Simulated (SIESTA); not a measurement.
Ta4O:

```xyz
5
Lattice="3.2575 0.0000 0.0000 0.0000 3.2575 0.0000 0.0000 0.0000 7.4093" Properties=species:S:1:pos:R:3 pbc="T T T"
Ta    0.0000    0.0000    0.0000
Ta    1.6287    1.6287    1.6067
Ta    1.6287    1.6287    5.8027
Ta    0.0000    0.0000    3.7047
O     1.6287    1.6287    3.7047
```

The cell comes from a database or a generator and needn't be the stable form of this composition.

| Quantity | Value |
| --- | --- |
| Program | SIESTA 5.4.2 |
| Task | single point |
| Functional | PBEsol |
| Potentials or basis | PseudoDojo 0.4 standard (PBEsol files) |
| Basis | DZP (energy shift 0.003 Ry; two zetas on semicore shells) |
| Grid cutoff | 800 Ry |
| Energy shift | 0.003 Ry |
| k mesh | 8 × 8 × 4 |
| Occupations | fermi-dirac, width 0.05 eV |
| Spin | no spin polarisation |

On this cell: pressure -6.2 GPa; largest force 0.228 eV/Å; band gap on the k mesh none (metal or under the smearing width).

The same run follows on a disturbed copy (atoms moved at random, drawn with an rms of 0.05 Å):

```
Ta O
1.0
     3.25750    0.00000    0.00000
     0.00000    3.25750    0.00000
     0.00000    0.00000    7.40934
Ta O
4 1
Direct
  0.00120 0.99201 0.00048
  0.49537 0.49767 0.21884
  0.49340 0.50702 0.78631
  0.99668 0.01278 0.49143
  0.49286 0.49179 0.49575
```

Task: What does the disturbed cell give?

Result: The energy (extrapolated to zero smearing) moves by +13.0 meV/atom; pressure -5.7 GPa; largest force 1.053 eV/Å; band gap on the k mesh none (metal or under the smearing width).

Forces in eV/Å, atoms in the order of the input:
```
Ta  -0.308  0.461  0.142
Ta   0.175 -0.043 -1.023
Ta   0.206 -0.305 -0.572
Ta  -0.091 -0.315  0.413
O    0.018  0.202  1.033
```

Stress tensor (GPa, compression positive):
```
-5.75  0.06 -0.10
 0.06 -6.02  0.29
-0.10  0.29 -5.20
```

Caveats: short orbitals over semicore shells can move pressures by several GPa; the basis of atomic orbitals isn't converged, which shifts pressures, moduli and gaps.
